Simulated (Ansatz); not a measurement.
**GaC− (quintet): the correlation ladder, aug-cc-pVTZ**

How much of the correlation energy of GaC− (quintet) does each wave-function method recover here?

The runs use Ansatz 0.2.0, Gaussian basis; aug-cc-pVTZ, core rule «outside noble gas», up to 15 orbitals frozen.

To be run: UHF; CCSD(T) on ROHF; CCSD(T) on UHF; BCCD(T) on ROHF; CCSDT(Q) on ROHF; CCSDT(Q) on UHF; CASSCF and MRCISD+Q, 8 electrons in 8 orbitals; CASSCF and NEVPT2, 8 electrons in 8 orbitals.

6 further runs of the same task are left out: 6 set aside as unsound or not needed. Runs told in other sessions of the task aren't counted.

## (1) The system

The geometry is a PBE0/def2-TZVPD stationary point (not a proven minimum) of the parent state, kept for this charge and spin. No spin-orbit coupling is included. The filled d shell of Ga may be among the frozen orbitals whatever the setting's name suggests.

2 atoms, charge -1, spin multiplicity 5.

Atoms are counted from 1 here; the program's logs count them from 0.

Bond lengths: C1–Ga2 1.887 Å.

Geometry (Å):

```
C     0.00000    0.00000    0.00000
Ga    0.00000    0.00000    1.88700
```

## (2) UHF

Input file in.yaml:

```yaml
crystal:
  periodic: [false, false, false]
  atoms:
    - {symbol: C, position_ang: [0.000000, 0.000000, 0.000000]}
    - {symbol: Ga, position_ang: [0.000000, 0.000000, 1.887000]}
basis:
  gaussian: {orbitals: aug-cc-pVTZ}
total_charge: -1
magnetization: {spin_polarized: true, initial_magnetization: 4}
hamiltonian: {xc: hf}
output: {orbitals: {seedname: orbitals}}
```

The run is started by

```
$ ansatz run in.yaml --threads 1 --pin off --events-out ev --progress --plain --max-ram 3968MiB --backend cpu
```

The runs that follow: CCSD(T) on ROHF; CCSD(T) on UHF; BCCD(T) on ROHF; CCSDT(Q) on ROHF; CCSDT(Q) on UHF; CASSCF and MRCISD+Q, 8 electrons in 8 orbitals; CASSCF and NEVPT2, 8 electrons in 8 orbitals.

**Question.** What will the summary of the whole plan be? Wanted: UCCSDT(Q) from the RHF energy; RMP2 from UCCSDT(Q); UMP2 from UCCSDT(Q); RCCSD from UCCSDT(Q); RCCSD(T) from UCCSDT(Q); UCCSD(T) from UCCSDT(Q); RCCSDT(Q) from UCCSDT(Q); NEVPT2 valence from UCCSDT(Q); MRCISD+Q valence from UCCSDT(Q).

**Answer**, as computed:

| quantity | value |
| --- | --- |
| UCCSDT(Q) from the ROHF energy | -5.0053 eV |
| RMP2 from UCCSDT(Q) | +25.61 kcal/mol |
| UMP2 from UCCSDT(Q) | +24.82 kcal/mol |
| RCCSD from UCCSDT(Q) | +7.09 kcal/mol |
| RCCSD(T) from UCCSDT(Q) | +1.66 kcal/mol |
| UCCSD(T) from UCCSDT(Q) | +1.46 kcal/mol |
| RCCSDT(Q) from UCCSDT(Q) | +0.20 kcal/mol |
| NEVPT2 valence from UCCSDT(Q) | +21.89 kcal/mol |
| MRCISD+Q valence from UCCSDT(Q) | +2.25 kcal/mol |
| levels within 1 kcal/mol (43 meV) | RCCSDT, UCCSDT, RCCSDT(Q) |
| T1 diagnostic | 0.063 |
| effectively unpaired electrons | 4.03 |

**Reading.** RCCSD(T) misses by +1.66 kcal/mol, 1.4 % of the correlation energy. The occupations are near whole numbers, but T1 = 0.063 shows that the orbitals relax strongly. Of the multireference levels listed MRCISD+Q valence comes nearest in total energy (+2.25 kcal/mol), which doesn't show that its space is the better one. These misses are within one basis, not against nature; the frozen cores of restricted and unrestricted runs differ, which can shift their rows. The highest orbital lies above zero: the basis alone holds the extra electron.
